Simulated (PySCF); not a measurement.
**Ta: excitation energy in x2c-TZVPPall plus 1 even-tempered diffuse shell per l**

Each state of tantalum is computed at each level; their differences give the excitation energy. How far do the methods differ?

Method: unrestricted determinants in a Gaussian basis, no spin-orbit coupling in the energies. Code: PySCF 2.14.0.

### 1 The atom as given

| Item | Value |
| --- | --- |
| Element | tantalum (Z = 73) |
| Basis | x2c-TZVPPall with one added diffuse shell each of s, p, d, f type (12s8p8d4f1g, 113 functions) |
| Hamiltonian | scalar relativity by spin-free X2C-1e |
| State 1 | Ta: [Xe] 4f14 5d5, high-spin 6S determinant (an excited configuration) |
| Needed too, but not shown | Ta [Xe] 4f14 5d3 6s2 (4F) |
| Methods | UHF, LDA, PBE, PBE0, r2SCAN, MP2 |
| Core shells frozen in the correlated runs | valence: [Xe] 4f14; valence and next inner shell: [Kr] 4d10 4f14 (for Ta) |

Outer shells as boxes (Hund's rule):

Ta [Xe] 4f14 5d5
```
[Xe] core
4f [↑↓][↑↓][↑↓][↑↓][↑↓][↑↓][↑↓]
5d [↑ ][↑ ][↑ ][↑ ][↑ ]
```

One driver process ran all states and methods and kept the integrals in memory. Each run is shown as a PySCF script that sums up its settings (the driver passes frozen orbitals as a list and adds second-order terms of double hybrids); the logs are those of the runs themselves. The driver starts from symmetry-adapted Hartree-Fock orbitals, holds the occupation by maximum overlap and uses a logarithmic radial grid for functionals, so a plain start would take other cycles.

The integrals over 113 functions and the set-up took 8.4 s of CPU time.

### 2 Ta [Xe] 4f14 5d5, method by method

**UHF**

Input file input.py:

```python
from pyscf import gto, scf, dft, mp, cc
import basis_set_exchange as bse
mol = gto.M(atom="Ta 0 0 0", charge=0, spin=5, symmetry="D2h",
            basis=gto.basis.parse(bse.get_basis("x2c-TZVPPall", elements=["Ta"], fmt="nwchem", augment_diffuse=1)),
            nucmod="G")
mf = scf.UHF(mol).sfx2c1e()
mf.irrep_nelec = {'Ag': (11, 9), 'B1g': (3, 2), 'B2g': (3, 2), 'B3g': (3, 2), 'Au': (1, 1), 'B1u': (6, 6), 'B2u': (6, 6), 'B3u': (6, 6)}
mf.kernel()
```

**LDA**

input.py, as changed from the run before:

```diff
@@ -5,3 +5,3 @@
             nucmod="G")
-mf = scf.UHF(mol).sfx2c1e()
+mf = dft.UKS(mol, xc="LDA,VWN").sfx2c1e()
 mf.irrep_nelec = {'Ag': (11, 9), 'B1g': (3, 2), 'B2g': (3, 2), 'B3g': (3, 2), 'Au': (1, 1), 'B1u': (6, 6), 'B2u': (6, 6), 'B3u': (6, 6)}
```

**PBE**

input.py, as changed from the run before:

```diff
@@ -5,3 +5,3 @@
             nucmod="G")
-mf = dft.UKS(mol, xc="LDA,VWN").sfx2c1e()
+mf = dft.UKS(mol, xc="PBE").sfx2c1e()
 mf.irrep_nelec = {'Ag': (11, 9), 'B1g': (3, 2), 'B2g': (3, 2), 'B3g': (3, 2), 'Au': (1, 1), 'B1u': (6, 6), 'B2u': (6, 6), 'B3u': (6, 6)}
```

**PBE0**

input.py, as changed from the run before:

```diff
@@ -5,3 +5,3 @@
             nucmod="G")
-mf = dft.UKS(mol, xc="PBE").sfx2c1e()
+mf = dft.UKS(mol, xc="PBE0").sfx2c1e()
 mf.irrep_nelec = {'Ag': (11, 9), 'B1g': (3, 2), 'B2g': (3, 2), 'B3g': (3, 2), 'Au': (1, 1), 'B1u': (6, 6), 'B2u': (6, 6), 'B3u': (6, 6)}
```

**r2SCAN**

input.py, as changed from the run before:

```diff
@@ -5,3 +5,3 @@
             nucmod="G")
-mf = dft.UKS(mol, xc="PBE0").sfx2c1e()
+mf = dft.UKS(mol, xc="R2SCAN").sfx2c1e()
 mf.irrep_nelec = {'Ag': (11, 9), 'B1g': (3, 2), 'B2g': (3, 2), 'B3g': (3, 2), 'Au': (1, 1), 'B1u': (6, 6), 'B2u': (6, 6), 'B3u': (6, 6)}
```

**MP2 (valence)**

input.py, as changed from the run before:

```diff
@@ -5,4 +5,5 @@
             nucmod="G")
-mf = dft.UKS(mol, xc="R2SCAN").sfx2c1e()
+mf = scf.UHF(mol).sfx2c1e()
 mf.irrep_nelec = {'Ag': (11, 9), 'B1g': (3, 2), 'B2g': (3, 2), 'B3g': (3, 2), 'Au': (1, 1), 'B1u': (6, 6), 'B2u': (6, 6), 'B3u': (6, 6)}
 mf.kernel()
+mp.UMP2(mf, frozen=34).kernel()
```

**MP2 (valence and next inner shell)**

input.py, as changed from the run before:

```diff
@@ -8,2 +8,2 @@
 mf.kernel()
-mp.UMP2(mf, frozen=34).kernel()
+mp.UMP2(mf, frozen=30).kernel()
```

Before running it: what results should come out?

The runs gave:

| quantity | value |
| --- | --- |
| excitation energy, Ta → [Xe] 4f14 5d5 | UHF 3.019, MP2 (valence and next inner shell) 3.403 eV |

What this shows: The methods span 1.142 eV, from PBE0 (2.999) to SCS-MP2 (valence) (4.140). No reference value is at hand in this session. The basis is finite, and no extrapolation was made.
